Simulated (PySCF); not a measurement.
# C3H8Si: the cost of one run

Computed with PySCF 2.14.0, with density-fitted response routines of our own, on a single molecule in the gas phase. Atoms are numbered from 0 throughout.

### 1 The molecule as given

12 atoms, charge 0, multiplicity 1; geometry from: PBE0-D3(BJ)/def2-SVP.

Bonds of the start (Å): Si0–C1 1.87, C1–C2 1.51, C2–C3 1.49, C3–C1 1.51, Si0–H4 1.50, Si0–H5 1.50, Si0–H6 1.50, C1–H7 1.10, C2–H8 1.09, C2–H9 1.09, C3–H10 1.09, C3–H11 1.09.

### 2 Shielding tensors: PBE0/pcSseg-2

Job settings and geometry (Å):

```
{"job": {"kind": "nmr", "xc": "PBE0", "basis": "pcSseg-2", "pop": false}, "charge": 0, "multiplicity": 1}
Si     1.745402    -0.216268    -0.385778
C      0.119894    -0.201770     0.529632
C     -1.151803    -0.643670    -0.154248
C     -0.954379     0.798487     0.174813
H      2.703672     0.779466     0.187980
H      2.390245    -1.564901    -0.332583
H      1.489290     0.134823    -1.818858
H      0.187604    -0.451695     1.594853
H     -1.872858    -1.217987     0.433507
H     -1.098923    -0.943159    -1.205511
H     -1.535511     1.230592     0.994394
H     -0.768164     1.495420    -0.648195
```

With the program's defaults for keys left out, this is: GIAO PBE0/pcSseg-2 NMR shielding, non-relativistic, gas phase.

Command:

```bash
$ OMP_NUM_THREADS=1 python probes_run.py task.json out
```

The driver reads the jobs from task.json and runs them one after another.

Q: Estimate the wall time and peak memory of this first job on 1 thread of Arm Neoverse V1, shared host.

About 28 s, with a peak of 0.92 GiB.
